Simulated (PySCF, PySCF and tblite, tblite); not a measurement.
# CH₆S₂Si: a path driven as rotation about a bond, and NMR exchange

Aim: the barrier and rate of rotation about a bond in CH₆S₂Si (`CSS[SiH3]`), and what it does to NMR lines.

Programs: PySCF 2.14.0 with density-fitted response routines of our own, and tblite 0.8.0. All values are computed, except where a source is named. Atoms count from 0 throughout.

## 1. The molecule as given

10 atoms, charge 0, multiplicity 1; geometry from: force field or distance geometry start.

Bonds of the start (Å): C0–H4 1.08, C0–H5 1.10, C0–H6 1.09, C0–S1 1.80, S1–S2 2.07, S2–Si3 2.15, Si3–H7 1.47, Si3–H8 1.50, Si3–H9 1.48.

## 2. GFN2-xTB relaxation, start minimum

The job: settings as JSON, then the geometry in Å.

```
{"job": {"xc": "GFN2-xTB", "basis": "xTB", "kind": "relax"}, "charge": 0, "multiplicity": 1}
C     -1.909600     0.300500    -0.193300
S     -0.930600     0.740200     1.251200
S      0.301400    -0.913800     1.469000
Si     1.951600    -0.293900     0.231700
H     -1.287300     0.187800    -1.069300
H     -2.638200     1.107500    -0.387400
H     -2.478500    -0.614800    -0.017300
H      1.472600    -0.042700    -1.137400
H      2.963800    -1.396000     0.211900
H      2.563700     0.929900     0.799300
```

The run is started by

```bash
$ OMP_NUM_THREADS=1 python ens_run.py task.json out
```

This one command runs the whole study; its stages follow in the order run.

The program printed:

```text
step      E/eV     max force
  0    -366.14173    1.039
  1    -366.17930    0.575
  2    -366.19649    0.276
  3    -366.20049    0.255
  4    -366.20720    0.194
  5    -366.21031    0.180
  6    -366.21349    0.142
  7    -366.21538    0.150
  8    -366.21700    0.108
  9    -366.21800    0.087
 10    -366.21875    0.073
 11    -366.21935    0.098
 12    -366.21998    0.103
 13    -366.22057    0.072
 14    -366.22094    0.049
 15    -366.22113    0.045
 16    -366.22127    0.048
 17    -366.22139    0.040
 18    -366.22149    0.030
 19    -366.22156    0.026
 20    -366.22162    0.027
 21    -366.22170    0.027
 22    -366.22178    0.025
 23    -366.22184    0.022
 24    -366.22188    0.018
 25    -366.22192    0.023
 26    -366.22198    0.026
 27    -366.22204    0.026
 28    -366.22208    0.016
 29    -366.22210    0.014
 30    -366.22211    0.014
 31    -366.22213    0.015
 32    -366.22215    0.018
 33    -366.22217    0.015
 34    -366.22219    0.014
 35    -366.22221    0.015
 36    -366.22223    0.013
 37    -366.22226    0.017
 38    -366.22230    0.015
 39    -366.22233    0.015
 40    -366.22236    0.016
 41    -366.22239    0.018
 42    -366.22244    0.026
 43    -366.22250    0.026
 44    -366.22254    0.014
 45    -366.22256    0.008
 46    -366.22256    0.009
 47    -366.22257    0.012
 48    -366.22259    0.018
 49    -366.22263    0.026
 50    -366.22267    0.027
 51    -366.22271    0.019
 52    -366.22274    0.013
 53    -366.22275    0.011
 54    -366.22277    0.016
 55    -366.22280    0.016
 56    -366.22281    0.011
 57    -366.22282    0.006
 58    -366.22282    0.006
 59    -366.22283    0.008
 60    -366.22283    0.007
 61    -366.22284    0.005
 62    -366.22284    0.004
 63    -366.22284    0.004
 64    -366.22284    0.003
 65    -366.22284    0.002
```

It took 0.51 s on 1 thread of Intel Xeon Platinum 8259CL at 2.50GHz, shared host.

Gain 0.081 eV; displacement 0.08 Å root mean square.

## 3. Relaxed scan, rotation

The job: settings as JSON, then the geometry in Å.

```
{"job": {"xc": "GFN2-xTB", "basis": "xTB", "coordinate": [["t", [0, 1, 2, 3], 1.0]], "kind": "drive"}, "charge": 0, "multiplicity": 1}
C     -1.943058     0.287111    -0.207074
S     -0.864826     0.770760     1.177602
S      0.305651    -0.902323     1.378203
Si     2.016315    -0.273403     0.213343
H     -1.350387     0.160153    -1.108406
H     -2.652529     1.098135    -0.333017
H     -2.460152    -0.632788     0.046830
H      1.528328     0.016008    -1.130950
H      2.879028    -1.438908     0.270330
H      2.550512     0.919911     0.851518
```

The program printed:

```text
point  coordinate     E/eV
  0    111.100     -366.21324
  1    126.000     -366.19340
  2    141.000     -366.17187
  3    156.100     -366.15346
  4    171.200     -366.14293
  5    186.200     -366.14158
  6    201.300     -366.14892
  7    216.400     -366.16659
  8    231.400     -366.18779
  9    246.400     -366.20795
 10    261.200     -366.21930
 11    275.900     -366.20734
```

Run time: 3.3 s. Hardware: 1 thread of Intel Xeon Platinum 8259CL at 2.50GHz, shared host.

The highest point is number 5, 1.7 kcal/mol above the first.

## 4. Nudged elastic band, leg 1

The job, as its differences from that of step 3:

```diff
@@ -1,2 +1,2 @@
-{"job": {"xc": "GFN2-xTB", "basis": "xTB", "coordinate": [["t", [0, 1, 2, 3], 1.0]], "kind": "drive"}, "charge": 0, "multiplicity": 1}
+{"job": {"xc": "GFN2-xTB", "basis": "xTB", "kind": "neb"}, "charge": 0, "multiplicity": 1}
 C     -1.943058     0.287111    -0.207074
```

The program printed:

```text
image   E - E0 / eV
  0       0.0000
  1       0.0297
  2       0.0681
  3       0.0813
  4       0.0556
  5       0.0178
  6      -0.0001
```

Run time: 1.3 s. Hardware: 1 thread of Intel Xeon Platinum 8259CL at 2.50GHz, shared host.

The highest point is number 3, 1.9 kcal/mol above the first.

## 5. Saddle search, leg 1

The job: settings as JSON, then the geometry in Å.

```
{"job": {"xc": "GFN2-xTB", "basis": "xTB", "kind": "saddle"}, "charge": 0, "multiplicity": 1}
C     -2.321727     0.291809    -0.205483
S     -0.591846     0.837418    -0.252745
S      0.337917    -0.994340     0.064569
Si     2.359521    -0.269613     0.222972
H     -2.551190    -0.277875    -1.100370
H     -2.922813     1.193971    -0.164921
H     -2.476098    -0.312593     0.681867
H      2.696734     0.344160    -1.054481
H      3.075017    -1.504199     0.491615
H      2.394486     0.691261     1.316977
```

The program printed:

```text
step      E/eV     max force
  0    -366.14157   0.0359
  1    -366.14331   0.1331
  2    -366.14266   0.0439
  3    -366.14361   0.0192
  4    -366.14417   0.0847
  5    -366.14396   0.0145
  6    -366.14433   0.0130
  7    -366.14460   0.0455
  8    -366.14452   0.0049
  9    -366.14467   0.0125
 10    -366.14471   0.0081
 11    -366.14471   0.0000
lowest wavenumbers (cm-1): -37.9 103.4 112.5 132.4 209.6 482.8
```

It took 3.5 s on 1 thread of Intel Xeon Platinum 8259CL at 2.50GHz, shared host.

Point group Cs; 1 imaginary mode, 38i cm⁻¹, carried by C0, S1, S2, Si3. Steps downhill from it reached both ends.

## 6. Shieldings, start: PBE0/pcSseg-1

The job: settings as JSON, then the geometry in Å.

```
{"job": {"kind": "nmr", "xc": "PBE0", "basis": "pcSseg-1", "pop": false}, "charge": 0, "multiplicity": 1}
C     -1.943058     0.287111    -0.207074
S     -0.864826     0.770760     1.177602
S      0.305651    -0.902323     1.378203
Si     2.016315    -0.273403     0.213343
H     -1.350387     0.160153    -1.108406
H     -2.652529     1.098135    -0.333017
H     -2.460152    -0.632788     0.046830
H      1.528328     0.016008    -1.130950
H      2.879028    -1.438908     0.270330
H      2.550512     0.919911     0.851518
```

The program printed:

```text
coarse grid: 9680 points
cycle   1  E = -1127.0593933344  dE =  1.615e-01  |g| = 2.183e-01  |ddm| = 2.893e+00
cycle   2  E = -1127.0631232561  dE = -3.730e-03  |g| = 1.907e-01  |ddm| = 5.024e-01
cycle   3  E = -1127.0726521227  dE = -9.529e-03  |g| = 3.564e-02  |ddm| = 2.461e-01
cycle   4  E = -1127.0729658505  dE = -3.137e-04  |g| = 9.711e-03  |ddm| = 4.919e-02
cycle   5  E = -1127.0729894827  dE = -2.363e-05  |g| = 2.792e-03  |ddm| = 1.517e-02
cycle   6  E = -1127.0729914534  dE = -1.971e-06  |g| = 8.226e-04  |ddm| = 4.534e-03
final grid: 78864 points
cycle   7  E = -1127.0996763237  dE = -1.574e-05  |g| = 6.200e-03  |ddm| = 2.102e-02
cycle   8  E = -1127.0996701379  dE =  6.186e-06  |g| = 7.727e-03  |ddm| = 1.248e-02
cycle   9  E = -1127.0996853825  dE = -1.524e-05  |g| = 5.479e-04  |ddm| = 7.418e-03
cycle  10  E = -1127.0996854635  dE = -8.104e-08  |g| = 9.017e-05  |ddm| = 7.560e-04
cycle  11  E = -1127.0996854652  dE = -1.681e-09  |g| = 4.994e-05  |ddm| = 1.735e-04
cycle  12  E = -1127.0996854659  dE = -6.887e-10  |g| = 7.371e-06  |ddm| = 6.806e-05
converged SCF energy = -1127.0996854659

GIAO shielding tensors (ppm)
atom      isotropic    diamagn.    paramagn.     s11        s22        s33       span
  0 C      159.092     251.419     -92.326    129.337    161.710    186.230     56.893
  1 S      518.271    1056.267    -537.996    311.692    496.139    746.980    435.288
  2 S      624.930    1057.608    -432.677    403.873    550.940    919.978    516.104
  3 Si     401.877     878.970    -477.092    360.089    395.414    450.129     90.040
  4 H       29.224      31.066      -1.841     23.927     28.597     35.149     11.221
  5 H       29.888      29.287       0.600     24.725     26.206     38.733     14.008
  6 H       29.348      29.800      -0.452     24.567     27.349     36.128     11.561
  7 H       27.222      29.230      -2.008     22.826     26.681     32.160      9.335
  8 H       27.051      28.599      -1.548     23.138     24.419     33.596     10.458
  9 H       27.203      28.579      -1.377     23.102     25.576     32.930      9.828
```

Wall time 9.5 s (1 thread of Intel Xeon Platinum 8259CL at 2.50GHz, shared host); peak memory 0.58 GiB.

Key values: HOMO -6.74 eV, LUMO -0.67 eV; dipole 2.11 D.

## 7. Shieldings, saddle of leg 1: PBE0/pcSseg-1

The job: settings as JSON, then the geometry in Å.

```
{"job": {"kind": "nmr", "xc": "PBE0", "basis": "pcSseg-1", "pop": false}, "charge": 0, "multiplicity": 1}
C     -2.325015     0.289467    -0.207231
S     -0.607006     0.862561    -0.127170
S      0.330772    -0.976434     0.116390
Si     2.363730    -0.272587     0.208651
H     -2.442222    -0.379592    -1.054222
H     -2.933139     1.178863    -0.336705
H     -2.579657    -0.215329     0.719651
H      2.649448     0.407204    -1.047522
H      3.079521    -1.524264     0.380699
H      2.463570     0.630111     1.347460
```

The program printed:

```text
coarse grid: 9680 points
cycle   1  E = -1127.0522653195  dE =  1.584e-01  |g| = 2.154e-01  |ddm| = 2.893e+00
cycle   2  E = -1127.0555331328  dE = -3.268e-03  |g| = 1.925e-01  |ddm| = 4.839e-01
cycle   3  E = -1127.0649560673  dE = -9.423e-03  |g| = 4.307e-02  |ddm| = 2.454e-01
cycle   4  E = -1127.0654406207  dE = -4.846e-04  |g| = 1.012e-02  |ddm| = 5.843e-02
cycle   5  E = -1127.0654647047  dE = -2.408e-05  |g| = 2.712e-03  |ddm| = 1.522e-02
cycle   6  E = -1127.0654664163  dE = -1.712e-06  |g| = 9.426e-04  |ddm| = 4.385e-03
final grid: 78864 points
cycle   7  E = -1127.0925816423  dE = -1.352e-05  |g| = 6.492e-03  |ddm| = 1.940e-02
cycle   8  E = -1127.0925754865  dE =  6.156e-06  |g| = 7.962e-03  |ddm| = 1.275e-02
cycle   9  E = -1127.0925916408  dE = -1.615e-05  |g| = 5.433e-04  |ddm| = 7.446e-03
cycle  10  E = -1127.0925917195  dE = -7.870e-08  |g| = 8.300e-05  |ddm| = 7.070e-04
cycle  11  E = -1127.0925917213  dE = -1.770e-09  |g| = 3.781e-05  |ddm| = 1.542e-04
cycle  12  E = -1127.0925917217  dE = -3.934e-10  |g| = 8.433e-06  |ddm| = 5.145e-05
converged SCF energy = -1127.0925917217

GIAO shielding tensors (ppm)
atom      isotropic    diamagn.    paramagn.     s11        s22        s33       span
  0 C      161.237     251.195     -89.957    139.638    157.670    186.405     46.767
  1 S      502.839    1057.641    -554.803    329.598    402.166    776.753    447.155
  2 S      643.329    1058.701    -415.372    466.627    558.321    905.041    438.414
  3 Si     405.317     879.313    -473.995    357.856    402.776    455.320     97.464
  4 H       29.240      29.985      -0.746     23.925     27.377     36.416     12.491
  5 H       29.664      29.077       0.586     24.411     26.012     38.567     14.156
  6 H       29.240      29.986      -0.745     23.926     27.378     36.416     12.490
  7 H       27.119      28.691      -1.572     22.854     25.419     33.084     10.230
  8 H       27.164      28.565      -1.400     23.443     24.686     33.364      9.921
  9 H       27.119      28.691      -1.572     22.855     25.420     33.084     10.229
```

Wall time 9 s (1 thread of Intel Xeon Platinum 8259CL at 2.50GHz, shared host); peak memory 0.57 GiB.

This run: HOMO -5.98 eV, LUMO -0.82 eV; dipole 0.20 D.

## 8. Barriers, rates and exchange

The job: settings as JSON, then the geometry in Å.

```
{"job": {"smiles": "CSS[SiH3]", "charge": 0, "mult": 1, "motion": "rotation", "what": "dichalcogenide", "atoms": [1, 2], "drives": [{"terms": [["t", [0, 1, 2, 3], 1.0]], "by": 180, "n": 12}], "study": "path", "level": {"kind": "nmr", "xc": "PBE0", "basis": "pcSseg-1"}, "fields": [60, 600, 700], "first": 0, "seed": 633, "kind": "path"}, "charge": 0, "multiplicity": 1}
C     -1.943058     0.287111    -0.207074
S     -0.864826     0.770760     1.177602
S      0.305651    -0.902323     1.378203
Si     2.016315    -0.273403     0.213343
H     -1.350387     0.160153    -1.108406
H     -2.652529     1.098135    -0.333017
H     -2.460152    -0.632788     0.046830
H      1.528328     0.016008    -1.130950
H      2.879028    -1.438908     0.270330
H      2.550512     0.919911     0.851518
```

The program printed:

```text
stationary points (kcal/mol above the start)
  n  kind          group   xTB      DFT    lowest mode
  0  minimum      C1       0.00     0.00      60.1
  1  saddle       Cs       1.80     4.70     -37.9
  2  minimum      C1      -0.00     0.00      60.8

GFN2-xTB energies: T/K, barrier G, reaction G (kcal/mol), k forward, k back (1/s)
 150.00     2.00     0.00   3.82e+09   3.84e+09
 200.00     2.11     0.00   2.07e+10   2.09e+10
 250.00     2.23     0.00   5.86e+10   5.89e+10
 298.15     2.36     0.00   1.16e+11   1.17e+11
 350.00     2.50     0.00   1.99e+11      2e+11
 400.00     2.65     0.00   2.96e+11   2.97e+11
 500.00     2.97     0.00   5.22e+11   5.23e+11

PBE0/pcSseg-1 + D3(BJ) energies: T/K, barrier G, reaction G (kcal/mol), k forward, k back (1/s)
 150.00     4.90     0.00   2.27e+05    2.3e+05
 200.00     5.01     0.00   1.41e+07   1.42e+07
 250.00     5.13     0.00   1.71e+08   1.72e+08
 298.15     5.26     0.00   8.71e+08   8.77e+08
 350.00     5.40     0.00   3.08e+09    3.1e+09
 400.00     5.55     0.00    7.7e+09   7.74e+09
 500.00     5.87     0.00   2.82e+10   2.83e+10
```

It took 31 s on 1 thread of Intel Xeon Platinum 8259CL at 2.50GHz, shared host; peak memory 0.58 GiB. This counts the whole study up to here.

Barriers by level (kcal/mol; entropies in cal/(mol K)). Zero-point and thermal terms come from xTB in every row. ΔG‡ leaves symmetry out; the rate counts one path; effective ΔG‡, where given, is the barrier that would give that rate by Eyring's equation alone:

```csv
level,ΔE‡,with zero-point,ΔH‡,ΔS‡,ΔG‡ (298 K),ΔE of reaction,k at 298 K (1/s),effective ΔG‡
GFN2-xTB,1.80,1.79,1.26,-3.7,2.36,0.00,1.2e+11,2.36
PBE0/pcSseg-1 + D3(BJ),4.70,4.69,4.16,-3.7,5.26,0.00,8.7e+08,5.26
```

## 9. Results

```
                        quantity                              value
barrier (PBE0/pcSseg-1 + D3(BJ))   ΔE‡ 4.7, ΔG‡(298 K) 5.3 kcal/mol
              barrier (GFN2-xTB)                   ΔE‡ 1.8 kcal/mol
                   rate at 298 K                        8.7e+08 s⁻¹
                 end of the path  the start, renumbered or mirrored
```

What this shows: The barrier is 4.7 kcal/mol at the DFT level (xTB: 1.8); with thermal terms and the count of paths the DFT value gives a rate of 8.7e+08 s⁻¹ at 298 K. An error of 1.4 kcal/mol changes that rate tenfold. No two sites that the motion interchanges differ enough in shielding to show exchange.
